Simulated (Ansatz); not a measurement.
**CBClFN: taking an electron away**

One table from this session's results is given with a row withheld; the runs are named, their logs left out.

Computed with Ansatz 0.2.0, Gaussian basis. Level: unrestricted cation, the program's frozen cores in correlated methods.

The runs, in order: UKS PBE-D4/def2-TZVPP; UKS r2SCAN-D4/def2-TZVPP; UKS PBE0-D4/def2-TZVPP; UKS B3LYP-D4/def2-TZVPP; UKS wB97X-V/def2-TZVPP; UKS wB97M-V/def2-TZVPP; UKS B2PLYP/def2-TZVPP; UHF-CCSD(T)/def2-TZVPP; UHF-CCSD(T)/def2-QZVPP; extrapolation to the limit; then −ε(HOMO) from the neutral's earlier runs with LDA (SPW92), PBE-D4, revPBE-D4, BLYP-D4, r2SCAN-D4, B97M-V, PBE0-D4, B3LYP-D4, r2SCANh-D4, r2SCAN0-D4, HSE06-D4, BHLYP-D4, CAM-B3LYP-D4, LC-ωPBE, ωB97X-V, ωB97M-V.

**The geometry**

All runs share one geometry, relaxed beforehand with PBE0-D4 in a triple-zeta def2 set.

SMILES `N#CB(F)Cl`, 5 atoms, charge 0, spin multiplicity 1.

Atoms are counted from 1 here; the program's logs count them from 0.

Bond lengths: N1–C2 1.151 Å, C2–B3 1.539 Å, B3–F4 1.307 Å, B3–Cl5 1.728 Å. Angles: N1–C2–B3 179.1°, C2–B3–F4 119.2°, C2–B3–Cl5 120.0°, F4–B3–Cl5 120.8°.

As a file:

```xyz
5

N     1.65785   -0.81552    1.10677
C     0.75190   -0.42905    0.51201
B    -0.44894    0.10938   -0.28526
F    -1.45814   -0.68381   -0.53264
Cl   -0.45277    1.74530   -0.84229
```

Set-up of the first run:

The input, in.yaml:

```yaml
crystal:
  periodic: [false, false, false]
  atoms:
    - {symbol: N, position_ang: [1.657854, -0.815520, 1.106774]}
    - {symbol: C, position_ang: [0.751896, -0.429049, 0.512015]}
    - {symbol: B, position_ang: [-0.448942, 0.109382, -0.285261]}
    - {symbol: F, position_ang: [-1.458143, -0.683811, -0.532644]}
    - {symbol: Cl, position_ang: [-0.452766, 1.745299, -0.842286]}
basis:
  gaussian: {orbitals: def2-TZVPP}
total_charge: 1
magnetization: {spin_polarized: true, initial_magnetization: 1}
hamiltonian: {xc: pbe, dispersion: d4}
```

The run is started by

```sh
> ansatz run in.yaml --threads 2 --pin off --events-out ev --progress --plain --max-ram 32768MiB --backend cpu
```

Steps of the session up to this table: Cation, UKS PBE-D4/def2-TZVPP; Cation, UKS r2SCAN-D4/def2-TZVPP; Cation, UKS PBE0-D4/def2-TZVPP; Cation, UKS B3LYP-D4/def2-TZVPP; Cation, UKS wB97X-V/def2-TZVPP; Cation, UKS wB97M-V/def2-TZVPP; Cation, UKS B2PLYP (frozen core)/def2-TZVPP; Cation, UHF-CCSD(T)/def2-TZVPP; Cation, UHF-CCSD(T)/def2-QZVPP.

One of the session's tables, all rows but one given; the rest of the session is left out.

For comparison, −ε(HOMO) of the neutral from earlier runs:

| functional | −ε(HOMO) (eV) |
| --- | --- |
| LDA (SPW92) | 8.86 |
| PBE-D4 | 8.68 |
| revPBE-D4 | 8.61 |
| BLYP-D4 | 8.52 |
| r2SCAN-D4 | 9.04 |
| B97M-V | 9.08 |
| PBE0-D4 | 10.15 |
| B3LYP-D4 | 9.86 |
| r2SCANh-D4 | 9.58 |
| r2SCAN0-D4 | ? |
| HSE06-D4 | 9.74 |
| BHLYP-D4 | 11.45 |
| CAM-B3LYP-D4 | 11.56 |
| LC-ωPBE | 13.03 |
| ωB97X-V | 12.60 |
| ωB97M-V | 12.44 |

Estimate the missing values for r2SCAN0-D4.

Worked estimate for «−ε(HOMO) (eV)». Against the share of exact exchange, r2SCAN-D4 (0, 9.04), r2SCANh-D4 (0.1, 9.58) give a slope of 5.40 per unit share; at 0.25 the line stands at 10.39.

The run gave: −ε(HOMO) (eV): 10.38. In «−ε(HOMO) (eV)» the line misses by +0.01.
